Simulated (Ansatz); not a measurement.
**HfB (sextet): from Hartree-Fock to the top rungs, def2-TZVPP**

The task here is to estimate one member of a computed series from the others.

The runs use Ansatz 0.2.0, Gaussian basis; def2-TZVPP, core rule «outside noble gas», up to 5 orbitals frozen.

Plan: UHF; ROHF; CCSD(T) on UHF.

**The system**

The geometry is a PBE0/def2-TZVP stationary point (not a proven minimum). No spin-orbit coupling is included. Elements past krypton take def2 core potentials.

2 atoms, charge 0, spin multiplicity 6.

Atoms are counted from 1 here; the program's logs count them from 0.

Bond lengths: Hf1–B2 2.136 Å.

The first run:

The input, in.yaml:

```yaml
crystal:
  periodic: [false, false, false]
  atoms:
    - {symbol: Hf, position_ang: [0.000000, 0.000000, 0.000000]}
    - {symbol: B, position_ang: [0.000000, 0.000000, 2.136000]}
basis:
  gaussian: {orbitals: def2-TZVPP}
magnetization: {spin_polarized: true, initial_magnetization: 5}
hamiltonian: {xc: hf}
output: {orbitals: {seedname: orbitals}}
```

On the command line:

```sh
$ ansatz run in.yaml --threads 1 --pin off --events-out ev --progress --plain --max-ram 4096MiB --backend cpu
```

Among the steps run: UHF; ROHF; CCSD(T) on UHF.

One table of the session follows, with a row left open; its other results are not shown here.

| method | from UCCSD(T) (kcal/mol) |
| --- | --- |
| ROHF | +92.18 |
| UHF | +89.75 |
| UMP2 | +17.26 |
| UCCSD | ? |
| UCCSD(T) | 0 |

Estimate the missing values for UCCSD.

The run gave: from UCCSD(T) (kcal/mol): +5.88. In the column «from UCCSD(T) (kcal/mol)» it lies between UCCSD(T) (0) and UMP2 (+17.26).

With the free atoms at the same levels and basis (separate runs), the atomisation energy is 1.913 eV at UCCSD(T), 1.674 eV at ROHF.
